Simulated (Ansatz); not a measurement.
# C2H5BO: the cost of one run

All numbers below are computed with Ansatz 0.2.0 (RKS PBE0-D4/def2-SVP).

## Step 1: The structure to begin with

Bond lengths: B1–C2 1.550 Å, C2–C3 1.488 Å, C2–O4 1.421 Å, C3–O4 1.376 Å, B1–H5 1.166 Å, B1–H6 1.167 Å, C2–H7 1.091 Å, C3–H8 1.085 Å, C3–H9 1.086 Å. Angles (14 of 16 angles, heavy atoms first): B1–C2–C3 119.7°, B1–C2–O4 119.5°, C3–C2–O4 56.4°, C2–C3–O4 59.3°, C2–O4–C3 64.3°, B1–C2–H7 120.0°, C3–C2–H7 113.3°, O4–C2–H7 111.9°, C2–B1–H5 119.5°, C2–B1–H6 119.1°, C2–C3–H8 119.4°, C2–C3–H9 118.1°, O4–C3–H8 116.4°, O4–C3–H9 116.8°.

As a file:

```xyz
9

B    -0.6637    1.0433   -0.7134
C     0.4976    0.1855   -0.1484
C     0.1964   -0.9769    0.7298
O     0.6340   -1.1672   -0.5607
H    -1.5850    0.5163   -1.1971
H    -0.6044    2.2052   -0.6260
H     1.4646    0.6459    0.0608
H    -0.8373   -1.2379    0.9314
H     0.8979   -1.2142    1.5237
```

## Step 2: End point A

Contents of input.yaml:

```yaml
crystal:
  periodic: [false, false, false]
  atoms:
    - { symbol: B, position_ang: [-0.66375, 1.04326, -0.71336] }
    - { symbol: C, position_ang: [0.49759, 0.18551, -0.14842] }
    - { symbol: C, position_ang: [0.19638, -0.97688, 0.72977] }
    - { symbol: O, position_ang: [0.63398, -1.16717, -0.56072] }
    - { symbol: H, position_ang: [-1.58502, 0.51626, -1.19707] }
    - { symbol: H, position_ang: [-0.60437, 2.20524, -0.62602] }
    - { symbol: H, position_ang: [1.46456, 0.64588, 0.06078] }
    - { symbol: H, position_ang: [-0.83727, -1.23786, 0.93136] }
    - { symbol: H, position_ang: [0.89789, -1.21424, 1.52369] }
basis:
  gaussian: { orbitals: def2-SVP }
hamiltonian:
  xc: pbe0
  dispersion: d4
relax:
  f_tol: 0.02
  max_steps: 50
output:
  orbitals: {}
```

Launch:

```
$ ansatz run input.yaml --threads 1 --pin off --max-ram 2048MiB --backend cpu --events-out ev --progress --plain --runs-dir out
```

Q: Estimate wall time and peak memory on 1 thread of Intel Xeon 6975P-C (Granite Rapids), shared host.

About 15 s, with a peak of 0.16 GiB.
